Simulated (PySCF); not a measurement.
# MgIn: from the state search to spectroscopic constants

Aim: find the lowest electronic state of MgIn, scan its bond at several levels of theory, and get bond length, wavenumber and dissociation energy from each curve.

Program: PySCF 2.14.0. Level of theory: Mg def2-SVP, In def2-SVP with ECP28, scalar-relativistic core potentials. These are calculated values, not measurements.

## Step 1: The job

Settings of the job:

| Property | Result |
| --- | --- |
| atoms | Mg, In |
| charge | 0 |
| basis | Mg def2-SVP, In def2-SVP with ECP28 |
| Hamiltonian | scalar-relativistic core potentials |
| basis functions | 44 |
| electrons treated | 33 |
| masses in u | 23.9850, 114.9039 |
| levels | PBE0, PBE, r²SCAN, revPBE, PW91, BLYP, ωB97X, HF, MP2, SCS-MP2 |
| grid | 80 radial by 434 angular points |
| occupations | held fixed by the projection of orbital angular momentum |
| dissociation limit | Mg + In, each in its ground configuration |
| starting distance in angstrom | 2.745 |
| values of 2S to try | 1, 3 |

Command:

```sh
$ OMP_NUM_THREADS=1 python dia.py task.json out
```

The runs that follow: PBE0 along the bond; Excited determinants; PBE; r²SCAN (meta-GGA); revPBE; PW91 (GGA); BLYP (GGA); ωB97X; ROHF (mean field).

Q: Predict the outcome of this session. Wanted: for each run, Re; ωe; De; μ.

As calculated:

Lowest PBE0 solution found, without spin–orbit coupling: ²Π (doublet), unpaired electrons π ↑. State 2 has its PBE0 minimum 0.16 eV higher. State 3 has its PBE0 minimum 1.47 eV higher. The other levels ran on the lowest alone.

```tsv
level	Re (Å)	ωe (cm⁻¹)	De (eV)	μ (D)
ROHF-MP2	3.088	125.5	0.253	n/a
ROHF-SCS-MP2	3.169	103.4	0.175	n/a
PBE	3.005	158.2	0.51	-0.81
revPBE	3.044	149.8	0.409	-0.72
PW91	2.996	159.5	0.53	-0.84
BLYP	3.068	138.2	0.325	-0.82
r²SCAN	2.970	167.2	0.52	-1.09
PBE0	3.023	151.1	0.423	-1.02
ωB97X	3.117	118.6	0.277	-1.25
```

De is counted to Mg + In in their ground configurations. A positive dipole means Mg(−)In(+). No constants: ROHF (no minimum is bracketed among the points kept).

What this shows: The methods spread over 0.199 Å in bond length, from r²SCAN to ROHF-SCS-MP2. Among the levels with a De in the table, it runs from 0.175 eV (ROHF-SCS-MP2) to 0.53 eV (PW91).

Correlated steps freeze 5 core orbitals. Spin–orbit coupling is left out, which matters for elements this heavy, above all for dissociation energies.
